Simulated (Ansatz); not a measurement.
Runs of Ansatz 0.2.0 on MgC2. The structure is tetragonal, space group P4_2/mnm (No. 136). Conventional cell: a = 3.951 Å, b = 3.951 Å, c = 4.987 Å, α = 90.00°, β = 90.00°, γ = 90.00°. Around Mg (site symmetry mmm) lie 2 C at 2.17 Å. C (site symmetry m2m) is surrounded by 1 C at 1.26 Å. The cell comes from a database or a generator and needn't be the stable form of this composition.

| level | gap on the mesh (eV) | pressure (GPa) | relaxed volume (Å³/atom) |
| --- | --- | --- | --- |
| LDA | 2.34 | 0.0 | (b) |
| PBE | (c) | 0.0 | 12.95 |
| BLYP | 3.02 | 0.0 | (a) |
| PBE+D3(BJ) | 2.57 | 0.0 | 12.63 |

Alike in all rows: task relaxation of cell and atoms; potentials or basis Ansatz PAW; no spin polarisation; cell relaxed; k mesh 5 × 5 × 5; cutoff (eV) 420; smearing fermi-dirac 0.05 eV.

Task: Fill in the values left out.

Result: (a) 13.34; (b) 12.17; (c) 2.66.

Caveats: odd divisions of the mesh miss points on the zone boundary, where band edges often lie, so the gap on the mesh can be too wide; the plane-wave basis is chosen anew once the cell has moved, so the energies of steps on either side of that aren't comparable; the PAW data sets come from PBE, with cores solved anew for the run's functional, which leaves a small shift of forces and pressure (some runs).

A k mesh can miss the band edges.
